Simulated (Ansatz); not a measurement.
Predict the output of the script below (Ansatz 0.2.0 through its Python package).

`pdos.py`
```python
"""Projected density of states of ScPd."""

import logging
import sys

import ansatz as az
import numpy as np

logging.basicConfig(stream=sys.stdout, format="%(name)s: %(message)s")
logger = logging.getLogger("ansatz_job")
logger.setLevel(logging.INFO)

config = {
    "xc": "lda",
    "kmesh": (8, 8, 8),
    "occupations": "fermi_dirac",
    "smearing_width": 0.15,
    "n_empty": 10,
}

xtal = (
    az.Lattice.of((3.283, 0.0, 0.0), (0.0, 3.283, 0.0), (0.0, 0.0, 3.283))
    .atom("Sc", (0.5, 0.5, 0.5))
    .atom("Pd", (0.0, 0.0, 0.0))
)

setup = (
    xtal.calculation()
    .functional(config["xc"])
    .kpoints(mesh=config["kmesh"])  # sampling of the Brillouin zone
    .occupations(config["occupations"], width=config["smearing_width"])  # the run then minimises F = E - TS
    .scf(extra_bands=config["n_empty"])
    .density_of_states(projected=True, energy_step=0.05)  # states per eV and cell
)
try:
    result = setup.run(threads=1, backend="cpu")
except az.NonConvergedError as error:
    sys.exit(f"no convergence: {error}")
except az.RefusalError as error:
    sys.exit(f"input refused: {error}")
data = result.report

dos = result.density_of_states()
energy = np.asarray(dos.energies_ev) - dos.fermi_ev
curves = {}
for site in result.projected_density_of_states().sites:
    for shell in site.shells:
        weight = sum(np.sum(curve.g_bin_mean_per_ev, axis=0) for curve in shell.curves)
        name = f"{site.species} {shell.label}"
        curves[name] = curves.get(name, 0) + weight

step = energy[1] - energy[0]
windows = [(-8, -4), (-4, 0), (0, 4)]
print("states by shell in windows of E - E_F (eV):", windows)
for name, g in curves.items():
    print(f"{name:8s}", " ".join(f"{step * g[(energy >= a) & (energy < b)].sum():8.3f}" for a, b in windows))
filled = (energy < 0) & (energy > -8)
for name, g in curves.items():
    if g[filled].sum() * step > 0.5:
        logger.info(f"centre of {name}: {np.average(energy[filled], weights=g[filled]):.2f} eV")
```

```console
$ python pdos.py
DeckWarning: basis.ecutwfc = 420 eV, auto-derived from the records' recommended cutoffs: set by Sc (normal level)
states by shell in windows of E - E_F (eV): [(-8, -4), (-4, 0), (0, 4)]
Sc 3S       0.014    0.005    0.006
Sc 4S       0.636    0.491    0.232
Sc 3P       0.014    0.025    0.004
Sc 3D       0.403    1.578    7.160
Pd 4S       0.028    0.011    0.003
Pd 4P       0.006    0.012    0.008
Pd 4D       2.471    6.789    0.663
ansatz_job: centre of Sc 4S: -3.77 eV
ansatz_job: centre of Sc 3D: -2.38 eV
ansatz_job: centre of Pd 4D: -3.49 eV
```
(Warnings from the package without file and line.)

Reading the output:
- For a metal this k-point mesh is coarse: on a finer one energies can move by several to tens of meV an atom and pressures by half a GPa or more, differences at one mesh by less.
- The structure is a deposited one; some such entries were measured under pressure or heat, so a shift against it needn't be the functional's error alone.
- Curves are summed over the cell's atoms. Only shells that the potentials hold have channels, so projections don't add up to the total, least of all where a shell is missing (p of most metals); heights and places of peaks move with the mesh.
- The computed bands are complete only to about 9.0 eV above the Fermi level; beyond that the density of states is undercounted.
- A band centre counts only the states inside the window taken.
- It ran for 1.8 s on 1 thread of Intel(R) Xeon(R) Platinum 8488C (Sapphire Rapids), with other jobs on the host, peak memory 0.39 GiB.
